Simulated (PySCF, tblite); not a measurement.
# C₇H₇S radical: geometry, infrared bands and EPR parameters

Aim: predict the infrared bands and EPR parameters of C₇H₇S radical (`CSc1[c]cccc1`).

Computed with tblite 0.8.0 and PySCF 2.14.0, with density-fitted response routines of our own, on a single molecule in the gas phase. Atoms count from 0, in the outputs and in this text.

## 1. The starting structure

15 atoms, charge 0, multiplicity 2; geometry from: force field or distance geometry start.

Bonds of the start (Å): C0–S1 1.80, S1–C2 1.80, C2–C3 1.40, C3–C4 1.39, C4–C5 1.39, C5–C6 1.39, C6–C7 1.39, C7–C2 1.39, C0–H8 1.09, C0–H9 1.09, C0–H10 1.10, C4–H11 1.08, C5–H12 1.09, C6–H13 1.09, C7–H14 1.09.

## 2. Relaxing the molecule with GFN2-xTB

The job: settings as JSON, then the geometry in Å.

```
{"job": {"kind": "relax", "xc": "GFN2-xTB", "basis": "xTB"}, "charge": 0, "multiplicity": 2}
C     -2.961500     0.257000    -0.057700
S     -1.926900    -1.216400    -0.082100
C     -0.276100    -0.521400     0.051400
C     -0.061400     0.864900     0.117300
C      1.231700     1.367800     0.226400
C      2.317900     0.501700     0.232400
C      2.115300    -0.870700     0.154300
C      0.821700    -1.376700     0.069100
H     -2.835100     0.815000     0.875400
H     -2.749700     0.902700    -0.907100
H     -4.019900    -0.050100    -0.128700
H      1.378300     2.440200     0.280000
H      3.328000     0.898600     0.317600
H      2.966300    -1.555400     0.167600
H      0.667100    -2.449200     0.007600
```

Command:

```sh
$ OMP_NUM_THREADS=1 python probes_run.py task.json out
```

One launch serves the whole session: the jobs run in the order shown.

**Question.** This job is followed by: GFN2-xTB harmonic vibrations, gas phase; UKS B3LYP, pcH-1 on C H S, non-relativistic, mean-field spin-orbit, GIAO. Predict these results of the whole session: strongest single infrared mode (GFN2-xTB); zero-point energy (GFN2-xTB); g(iso) (B3LYP); ⟨S²⟩; largest a(iso) (averaged by class); potential on the surface of density 0.002 e/bohr³, 1st and 99th percentile.

**Answer**, as computed:

| quantity | value |
| --- | --- |
| strongest single infrared mode (GFN2-xTB) | 3080 cm⁻¹, 52 km/mol |
| zero-point energy (GFN2-xTB) | 70.4 kcal/mol |
| g(iso) (B3LYP) | 2.00238 |
| ⟨S²⟩ | 0.757 (exact 0.75) |
| largest a(iso) (averaged by class) | 13C on C3, 396.4 MHz |
| potential on the surface of density 0.002 e/bohr³, 1st and 99th percentile | -0.86 V and 0.96 V |

Over 34 steps the energy fell by 0.127 eV; of the close pairs, C2–C3 changed most, 1.404 to 1.366 Å. No mode is imaginary among the 39: a minimum at this level. The strongest single mode, at 3080 cm⁻¹, moves mainly H14 and H12. Unscaled tight-binding wavenumbers are off by several per cent, some by more. Its intensities can rank the bands wrongly. C3 carries the largest spin population, 1.00 e. The isotropic g lies 0.1 ppt above the free-electron value.
